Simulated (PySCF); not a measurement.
# C4H10Ge: electronic excitations

What electronic excitations should C4H10Ge (`CC/C=[CH]/[GeH3]`) show?

Programs: PySCF 2.14.0, with density-fitted response routines of our own. Each step states its level of theory. These are calculated values for one molecule in the gas phase, unless marked as measured. Atoms are numbered from 0 throughout.

**1. The molecule as given**

15 atoms, charge 0, multiplicity 1; geometry from: GFN2-xTB.

Bonds of the start (Å): C0–C1 1.53, C1–C2 1.49, C2–C3 1.33, C3–Ge4 1.94, C0–H5 1.09, C0–H6 1.09, C0–H7 1.09, C1–H8 1.09, C1–H9 1.09, C2–H10 1.08, C3–H11 1.08, Ge4–H12 1.50, Ge4–H13 1.49, Ge4–H14 1.50.

**2. Excited states and response: B3LYP/def2-SVPD**

Job settings and geometry (Å):

```
{"job": {"kind": "uv", "xc": "B3LYP", "basis": "def2-SVPD", "nstates": 8, "ntriplets": 3}, "charge": 0, "multiplicity": 1}
C     -2.370459    -0.607210    -0.135903
C     -1.441344     0.538004     0.263517
C     -0.024238     0.248036    -0.113294
C      1.012937     0.301199     0.711604
Ge     2.843645    -0.055479     0.188484
H     -2.071002    -1.527599     0.360664
H     -2.336053    -0.769898    -1.211033
H     -3.396055    -0.379998     0.145632
H     -1.511053     0.717170     1.338483
H     -1.761195     1.449933    -0.250801
H      0.127866    -0.027659    -1.150742
H      0.842759     0.576229     1.746380
H      3.501236    -1.013605     1.129865
H      2.904570    -0.630728    -1.187692
H      3.673972     1.189596     0.200477
```

Level: TDDFT B3LYP/def2-SVPD, vertical, gas phase, core orbitals frozen in the response.

Run with:

```bash
$ OMP_NUM_THREADS=1 python probes_run.py task.json out
```

The driver reads the jobs from task.json and runs them one after another.

What will the session give for the following? lowest singlet (B3LYP/def2-SVPD); brightest single state of those computed; lowest triplet; surface potential, 1st and 99th percentile. Wanted: lowest singlet; brightest single state of those computed; lowest triplet; surface potential, 1st and 99th percentile.

**Answer**, as computed:

| quantity | value |
| --- | --- |
| lowest singlet (B3LYP/def2-SVPD) | 6.72 eV (184 nm), f = 0.101 |
| brightest single state of those computed | state 3, 6.86 eV, f = 0.402 |
| lowest triplet | 4.39 eV |
| surface potential, 1st and 99th percentile | -0.44 V and 0.76 V |

**Reading.** The first singlet state (HOMO→LUMO+1 0.73, HOMO→LUMO 0.18) lies at 6.72 eV and is bright; of the 8 states computed, the strongest absorption comes from state 3 at 6.86 eV. The lowest triplet lies 2.33 eV below the lowest singlet (triplets in Tamm-Dancoff, singlets in full TDDFT).
